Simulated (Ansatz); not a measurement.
# GeBr₂: taking an electron away

The task here is to estimate one member of a computed series from the others.

The runs use Ansatz 0.2.0, Gaussian basis; unrestricted cation, the program's frozen cores in correlated methods.

Levels to be run: UKS PBE-D4/def2-TZVPP; UKS r2SCAN-D4/def2-TZVPP; UKS PBE0-D4/def2-TZVPP; UKS B3LYP-D4/def2-TZVPP; UKS wB97X-V/def2-TZVPP; UKS wB97M-V/def2-TZVPP; UKS B2PLYP/def2-TZVPP; UHF-CCSD(T)/def2-TZVPP; UHF-MP2/def2-QZVPP; extrapolation to the limit; then −ε(HOMO) from the neutral's earlier runs with LDA (SPW92), PBE-D4, revPBE-D4, BLYP-D4, r2SCAN-D4, B97M-V, PBE0-D4, B3LYP-D4, r2SCANh-D4, r2SCAN0-D4, HSE06-D4, BHLYP-D4, CAM-B3LYP-D4, LC-ωPBE, ωB97X-V, ωB97M-V.

### The relaxed structure

An earlier PBE0-D4 in a triple-zeta def2 set relaxation fixed the geometry.

SMILES `[Br][Ge][Br]`, 3 atoms, charge 0, spin multiplicity 1.

Atoms are counted from 1 here; the program's logs count them from 0.

Bond lengths: Br1–Ge2 2.341 Å, Ge2–Br3 2.341 Å. Angles: Br1–Ge2–Br3 100.9°.

The first run:

Input file in.yaml:

```yaml
crystal:
  periodic: [false, false, false]
  atoms:
    - {symbol: Br, position_ang: [-0.284960, 1.782562, -0.420499]}
    - {symbol: Ge, position_ang: [-0.899107, -0.379756, 0.233839]}
    - {symbol: Br, position_ang: [1.173067, -1.467606, 0.173359]}
basis:
  gaussian: {orbitals: def2-TZVPP}
total_charge: 1
magnetization: {spin_polarized: true, initial_magnetization: 1}
hamiltonian: {xc: pbe, dispersion: d4}
```

Started as:

```bash
$ ansatz run in.yaml --threads 4 --pin off --events-out ev --progress --plain --max-ram 10444MiB
```

Steps of the session up to this table: Cation, UKS PBE-D4/def2-TZVPP; Cation, UKS r2SCAN-D4/def2-TZVPP; Cation, UKS PBE0-D4/def2-TZVPP; Cation, UKS B3LYP-D4/def2-TZVPP; Cation, UKS wB97X-V/def2-TZVPP; Cation, UKS wB97M-V/def2-TZVPP; Cation, UKS B2PLYP (frozen core)/def2-TZVPP; Cation, UHF-CCSD(T)/def2-TZVPP; Cation, UHF-MP2/def2-QZVPP.

One table of the session follows, with a row left open; its other results are not shown here.

Orbital estimates, from the neutral's runs:

```
  functional  −ε(HOMO) (eV)
 LDA (SPW92)              ?
      PBE-D4           6.74
   revPBE-D4           6.67
     BLYP-D4           6.58
   r2SCAN-D4           7.03
      B97M-V           6.99
     PBE0-D4           7.79
    B3LYP-D4           7.60
  r2SCANh-D4           7.41
  r2SCAN0-D4           7.99
    HSE06-D4           7.41
    BHLYP-D4           8.71
CAM-B3LYP-D4           9.00
     LC-ωPBE          10.23
     ωB97X-V           9.92
     ωB97M-V           9.81
```

Q: Estimate the row for LDA (SPW92) from the others.

The run gave: −ε(HOMO) (eV): 6.93. In the column «−ε(HOMO) (eV)» it lies between PBE-D4 (6.74) and B97M-V (6.99).
